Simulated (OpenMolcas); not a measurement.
**Zr⁺: CASSCF and CASPT2 terms and fine-structure levels**

Which level of Zr⁺ lies lowest, and where do the others fall? The reference wave functions come first, then spin-orbit coupling, then second-order correlation under several settings.

Method: state-averaged CASSCF and CASPT2, spin-orbit coupling by RASSI with atomic mean-field integrals. Code: OpenMolcas 26.06.

### 1 Starting point

| Property | Result |
| --- | --- |
| Species | Zr⁺ (zirconium, Z = 40, 39 electrons) |
| Basis | ANO-RCC-VQZP [8s7p5d3f2g1h], 104 functions |
| Scalar Hamiltonian | DKH2, point nucleus |
| Inactive shells | 1s 2s 2p 3s 3p 3d 4s 4p |
| Active space | 3 electrons in 5 orbitals (4d) |
| Some configurations of this space | 4d³ |
| Orbitals | optimised for each spin and parity, averaged over all roots |

The outer shells:

4d3
```
4d [↑ ][↑ ][↑ ][  ][  ]
```

The work runs as a chain of OpenMolcas steps in one folder; each step below is one input file. Labels, J, g values, rates, χT and fits are worked out afterwards by a script from the matrices that RASSI stores.

### 2 Basis and integrals

Input file a.inp:

```
&GATEWAY
Coord
1

Zr 0.0 0.0 0.0
Basis=ANO-RCC-VQZP
Group=XYZ
NoMove
AngMom=0.0 0.0 0.0
AMFI
&SEWARD
```

Started as:

```sh
$ OMP_NUM_THREADS=1 MOLCAS_MEM=1689 MOLCAS_PROJECT=a pymolcas a.inp > a.log
```

### 3 Reference wave functions, quartets of even parity, 10 roots

Input file a.inp:

```
&RASSCF
FileOrb=start.orb
Symmetry=1
Spin=4
nActEl=3 0 0
Inactive=9 9
Ras2=5 0
CIRoot=10 10 1
SDav=10
CIMx=300
Iter=120 100
PrWF=0.3
OrbListing=Nothing
MaxOrb=0
Atom
>>> COPY $Project.JobIph JOB001
```

start.orb holds the contracted functions of the basis, ordered by shell, or the orbitals of the step before.

### 4 CASSCF: doublets of even parity, 40 roots

Input file a.inp:

```
&RASSCF
FileOrb=start.orb
Symmetry=1
Spin=2
nActEl=3 0 0
Inactive=9 9
Ras2=5 0
CIRoot=40 40 1
SDav=40
CIMx=300
Iter=120 100
PrWF=0.3
OrbListing=Nothing
MaxOrb=0
Atom
>>> COPY $Project.JobIph JOB002
```

### 5 RASSI: spin-orbit coupling between the states

Input file a.inp:

```
&RASSI
NrOfJobIphs=2 10 40
1 2 3 4 5 6 7 8 9 10
1 2 3 4 5 6 7 8 9 10 11 12 13 14 15 16 17 18 19 20 21 22 23 24 25 26 27
28 29 30 31 32 33 34 35 36 37 38 39 40
IphNames
JOB001
JOB002
EJob
SpinOrbit
DIPRint=1.0
SOCoupling=1000.0
Subsets=2
MEES
Property=10
'ANGMOM' 1 'ANGMOM' 2 'ANGMOM' 3 'MLTPL  1' 1 'MLTPL  1' 2 'MLTPL  1' 3
'AMFI' 1 'AMFI' 2 'AMFI' 3 'MLTPL  2' 6
SOProperty=3
'ANGMOM' 1 'ANGMOM' 2 'ANGMOM' 3
```

### 6 CASPT2: IPEA 0.25, imaginary shift 0.1 (closed shells correlated: 4s 4p)

Input file a.inp:

```
>>> COPY JOB001 $Project.JobIph
&CASPT2
Multistate=10 1 2 3 4 5 6 7 8 9 10
Frozen=8 6
IPEA=0.25
Imaginary=0.1
MaxIter=60
WThr=0.0 0.3 0.05
PrWF=0.5
NoMix
>>> COPY JOB002 $Project.JobIph
&CASPT2
Multistate=40 1 2 3 4 5 6 7 8 9 10 11 12 13 14 15 16 17 18 19 20 21 22
23 24 25 26 27 28 29 30 31 32 33 34 35 36 37 38 39 40
Frozen=8 6
IPEA=0.25
Imaginary=0.1
MaxIter=60
WThr=0.0 0.3 0.05
PrWF=0.5
NoMix
```

### 7 CASPT2: IPEA 0, imaginary shift 0.1 (closed shells correlated: 3d 4s 4p)

a.inp: that of step 6 with these lines changed.

```diff
@@ -3,4 +3,4 @@
 Multistate=10 1 2 3 4 5 6 7 8 9 10
-Frozen=8 6
-IPEA=0.25
+Frozen=3 6
+IPEA=0.0
 Imaginary=0.1
@@ -14,4 +14,4 @@
 23 24 25 26 27 28 29 30 31 32 33 34 35 36 37 38 39 40
-Frozen=8 6
-IPEA=0.25
+Frozen=3 6
+IPEA=0.0
 Imaginary=0.1
```

(Steps that only read results are left out.)

Before running it: what results should come out? Wanted: lowest level; first excited level; lowest level of another term; spin-orbit lowering of the lowest level; strongest of the lines computed, by gA.

The runs gave:

```
                                                                                   quantity                                                                        value
                                                                                     method  SS-CASPT2, IPEA 0.25, imaginary shift 0.1 (closed shells correlated: 4s 4p)
                                                                               lowest level                                     4d³ ⁴F_3/2, 99 % of that term, g = 0.401
                                                                ground level listed by NIST                                                                        4F3/2
                                                                        first excited level                                                       4d³ ⁴F_5/2 at 317 cm⁻¹
                                                               lowest level of another term                                                      4d³ ²G_7/2 at 6260 cm⁻¹
                                                    spin-orbit lowering of the lowest level                                                                     743 cm⁻¹
strongest of the lines computed, by gA (one parity, so forbidden lines), at CASSCF energies                       4d³ ²D_5/2(2) → 4d³ ²G_9/2, 439.6 nm, A = 8.69e+00 s⁻¹
```

Cost and accuracy by method:

| method | time of its own steps | time with the reference | mean absolute difference from method B (cm-1) |
| --- | --- | --- | --- |
| A. CASSCF | 9.6 s | 9.6 s | 3500 |
| B. SS-CASPT2, IPEA 0.25, imaginary shift 0.1, +4s 4p | 19 s | 29 s | 0 |
| C. SS-CASPT2, IPEA 0, imaginary shift 0.1, +3d 4s 4p | 30 s | 39 s | 260 |

Times are of one thread on a shared host.

In words: The multiplet ⁴F is regular; its intervals divided by the larger J differ by 18 % of their mean, where Landé's rule for pure LS coupling makes them equal. Second-order correlation (method B) scales the levels of the lowest configuration above 5000 cm⁻¹ by 0.66 to 0.81. Only the configurations of the active space and the roots asked for are present. CASPT2 does not keep the components of a term degenerate, and the means are used. The free ion's ground configuration, as NIST lists it, lies outside this active space, so the lowest level here need not be the ground level. Only valence configurations of the active space appear, up to the ionisation limit; * or ° marks odd parity.
